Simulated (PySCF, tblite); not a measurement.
# C₅H₁₁BFN: geometry, infrared bands and NMR shifts

Aim: predict the infrared bands and NMR shifts of C₅H₁₁BFN (`C=C(BN)[C@H](F)CC`).

Programs: tblite 0.8.0 and PySCF 2.14.0, with density-fitted response routines of our own. Each step states its level of theory. These are calculated values for one molecule in the gas phase, unless marked as measured. Atoms are numbered from 0 throughout.

### Step 1. The molecule as given

19 atoms, charge 0, multiplicity 1; geometry from: force field or distance geometry start.

Bonds of the start (Å): C0–C1 1.34, C1–B2 1.59, B2–N3 1.52, C1–C4 1.51, C4–F5 1.39, C4–C6 1.54, C6–C7 1.53, C0–H8 1.09, C0–H9 1.07, B2–H10 1.17, N3–H11 1.04, N3–H12 1.03, C4–H13 1.10, C6–H14 1.11, C6–H15 1.10, C7–H16 1.11, C7–H17 1.12, C7–H18 1.11.

### Step 2. Geometry optimisation with GFN2-xTB

The job: settings as JSON, then the geometry in Å.

```
{"job": {"kind": "relax", "xc": "GFN2-xTB", "basis": "xTB"}, "charge": 0, "multiplicity": 1}
C      0.832200    -2.013400    -0.977000
C      0.778100    -0.999100    -0.099200
B      2.148300    -0.368600     0.414600
N      2.140600     0.834800     1.350500
C     -0.545300    -0.436600     0.375500
F     -1.461300    -1.460700     0.564400
C     -1.089200     0.561800    -0.670500
C     -2.371800     1.226000    -0.180100
H     -0.086000    -2.450300    -1.365000
H      1.763700    -2.414200    -1.328500
H      3.166400    -0.825300     0.051200
H      3.135500     1.069100     1.548700
H      1.721800     1.634300     0.849000
H     -0.410300     0.084700     1.339200
H     -0.337000     1.360000    -0.855900
H     -1.294200     0.032500    -1.612400
H     -2.732800     1.945100    -0.947400
H     -3.170600     0.453700    -0.021400
H     -2.197900     1.775400     0.769100
```

The run is started by

```bash
$ OMP_NUM_THREADS=1 python probes_run.py task.json out
```

This one command runs all jobs of the session in turn.

**Question.** This job is followed by: GFN2-xTB harmonic vibrations, gas phase; GIAO PBE0/pcSseg-1 NMR shielding, non-relativistic, gas phase. What will the session give for the following? strongest single infrared mode (GFN2-xTB); zero-point energy (GFN2-xTB); 13C shifts against TMS (PBE0/pcSseg-1); 1H shifts against TMS (PBE0/pcSseg-1, means over atoms taken as alike); 11B shifts against BF3·OEt2 (PBE0/pcSseg-1); 15N shifts against NH3 (PBE0/pcSseg-1); 19F shifts against CFCl3 (PBE0/pcSseg-1).

As calculated:

| quantity | value |
| --- | --- |
| strongest single infrared mode (GFN2-xTB) | 1366 cm⁻¹, 184 km/mol |
| zero-point energy (GFN2-xTB) | 98.1 kcal/mol |
| 13C shifts against TMS (PBE0/pcSseg-1) | 158.7, 140.6, 99.3, 36.5, 14.3 ppm |
| 1H shifts against TMS (PBE0/pcSseg-1, means over atoms taken as alike) | 6.64, 6.17, 5.06, 4.84, 4.01, 1.57, 1.49, 1.23 ppm |
| 11B shifts against BF3·OEt2 (PBE0/pcSseg-1) | 34.8 ppm |
| 15N shifts against NH3 (PBE0/pcSseg-1) | 108.2 ppm |
| 19F shifts against CFCl3 (PBE0/pcSseg-1) | -225.2 ppm |

**Reading.** Relaxing lowered the energy by 0.839 eV in 92 steps; the close pair that moved most is B2–N3, from 1.525 to 1.383 Å. No mode is imaginary among the 51: a minimum at this level. The strongest single mode, at 1366 cm⁻¹, moves mainly B2. GFN2-xTB is a fitted tight-binding method: band positions and strengths are rough. Its intensities can rank the bands wrongly.
